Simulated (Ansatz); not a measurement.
# SiWS2N: the cost of one run

Method: DFT PBE, scalar-relativistic, plane waves, PAW, in Ansatz 0.2.0.

1 further run of the same task is left out (set aside as unsound or not needed).

## Step 1: The system as given

Symmetry: P4/mmm, No. 123, tetragonal system. Conventional cell: a = 4.193 Å, b = 4.193 Å, c = 4.193 Å, α = 90.00°, β = 90.00°, γ = 90.00°. Si (site symmetry 4/mmm) is surrounded by 4 S at 2.10 Å and 2 N at 2.10 Å. W (site symmetry 4/mmm) is surrounded by 8 S at 2.97 Å and 4 N at 2.97 Å. S (site symmetry mmm) is surrounded by 2 Si at 2.10 Å and 4 W at 2.97 Å and 4 S at 2.97 Å and 4 N at 2.97 Å. N (site symmetry 4/mmm) is surrounded by 2 Si at 2.10 Å and 4 W at 2.97 Å and 8 S at 2.97 Å.

Coordinates:

```
Si W S N
1.0
     4.19332    0.00000    0.00000
     0.00000    4.19332    0.00000
     0.00000    0.00000    4.19332
Si W S N
1 1 2 1
Direct
  0.00000 0.00000 0.00000
  0.50000 0.50000 0.50000
  0.50000 0.00000 0.00000
  0.00000 0.50000 0.00000
  0.00000 0.00000 0.50000
```

Recipe of the guess: ordered mixture on the anion sites of perovskite (P4/mmm, No. 123). The dimensions are guesses.

## Step 2: The guess as it stands, on a coarse mesh

Input file input.yaml:

```yaml
crystal:
  lattice:
    - [4.19331601, 0.0, 0.0]
    - [0.0, 4.19331601, 0.0]
    - [0.0, 0.0, 4.19331601]
  atoms:
    - { symbol: Si, position: [0.0, 0.0, 0.0] }
    - { symbol: W, position: [0.5, 0.5, 0.5] }
    - { symbol: S, position: [0.5, 0.0, 0.0] }
    - { symbol: S, position: [0.0, 0.5, 0.0] }
    - { symbol: "N", position: [0.0, 0.0, 0.5] }
basis:
  ecutwfc: 420
kpoints:
  mp_grid: { grid: [4, 4, 4] }
hamiltonian:
  xc: pbe
scf:
  occupations: { method: gaussian, width: 0.1 }
  lower_state_search: "off"
output:
  forces: true
  stress: true
  eigenvalues: true
```

Command:

```bash
$ ansatz run input.yaml --threads 1 --pin off --max-ram 2048MiB --backend cpu --events-out ev --progress --plain --runs-dir out
```

Q: Estimate wall time and peak memory on 1 thread of Arm Neoverse N1, shared host.

About 4 s, with a peak of 0.39 GiB.
